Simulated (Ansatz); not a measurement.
# (KCl)4 cube (K₄Cl₄): trial inputs and their diagnosis

1 input was typed for (KCl)4 cube (K₄Cl₄). Each is run as it stands; the log then has to tell whether the result can be used.

Computed with Ansatz 0.2.0, Gaussian basis. Level: the settings change from run to run.

2 further runs of the same task are left out: 2 set aside as unsound or not needed. Runs told in other sessions of the task aren't counted.

**1. The geometry**

The geometry comes from an earlier relaxation with PBE-D4/def2-SVP; it is a stationary point, not always the lowest conformer.

8 atoms, charge 0, spin multiplicity 1.

Atoms are counted from 1 here; the program's logs count them from 0.

Bond lengths: Cl1–K5 2.993 Å, Cl1–K6 2.993 Å, Cl1–K8 2.993 Å, Cl2–K5 2.993 Å, Cl2–K6 2.993 Å, Cl2–K7 2.993 Å, Cl3–K5 2.993 Å, Cl3–K7 2.993 Å, Cl3–K8 2.993 Å, Cl4–K6 2.993 Å, Cl4–K7 2.993 Å, Cl4–K8 2.993 Å. Angles: K5–Cl1–K6 87.0°, K5–Cl1–K8 87.0°, K6–Cl1–K8 87.0°, K5–Cl2–K6 87.0°, K5–Cl2–K7 87.0°, K6–Cl2–K7 87.0°, K5–Cl3–K7 87.0°, K5–Cl3–K8 87.0°, K7–Cl3–K8 87.0°, K6–Cl4–K7 87.0°, K6–Cl4–K8 87.0°, K7–Cl4–K8 87.0°, Cl1–K5–Cl2 92.9°, Cl1–K5–Cl3 92.9°, Cl2–K5–Cl3 92.9°, Cl1–K6–Cl2 92.9°, Cl1–K6–Cl4 92.9°, Cl2–K6–Cl4 92.9° and more.

As a file:

```xyz
8

Cl   -2.6147    0.1108   -0.4557
Cl    0.6547    1.7992    1.8414
Cl    1.3137    0.5175   -2.2501
Cl    0.6464   -2.4274    0.8644
K    -0.6142    2.3066   -0.8216
K    -1.2484   -0.4919    2.1381
K     2.4847   -0.1051    0.4332
K    -0.6222   -1.7097   -1.7497
```

**2. Input 1**

in.yaml

```yaml
crystal:
  periodic: [false, false, false]
  atoms:
    - {symbol: Cl, position_ang: [-4.941139, 0.209371, -0.861111]}
    - {symbol: Cl, position_ang: [1.237207, 3.399959, 3.479677]}
    - {symbol: Cl, position_ang: [2.482623, 0.977892, -4.252007]}
    - {symbol: Cl, position_ang: [1.221434, -4.587145, 1.633415]}
    - {symbol: K, position_ang: [-1.160689, 4.358856, -1.552551]}
    - {symbol: K, position_ang: [-2.359076, -0.929521, 4.040496]}
    - {symbol: K, position_ang: [4.695387, -0.198593, 0.818629]}
    - {symbol: K, position_ang: [-1.175747, -3.230818, -3.306548]}
basis:
  gaussian: {orbitals: "6-31G*"}
hamiltonian: {xc: {name: PBE0}, dispersion: d3bjatm}
scf: {omitted_lower_state_checks: [starts]}
```

Started as:

```sh
$ ansatz run in.yaml --threads 4 --pin off --events-out ev --progress --plain --max-ram 4787MiB
```

Before running them: what should the planned runs give, taken together?

As calculated:

| input | level | ended | cause | time |
| --- | --- | --- | --- | --- |
| 1 | PBE0/6-31G* | converged | the coordinates are in bohr but typed as ångström | 3.9 s |

**Reading.** 1 converged. The dangerous case is the input that converges on a wrong geometry, charge, spin, basis or grid: often only a look at the input shows it.
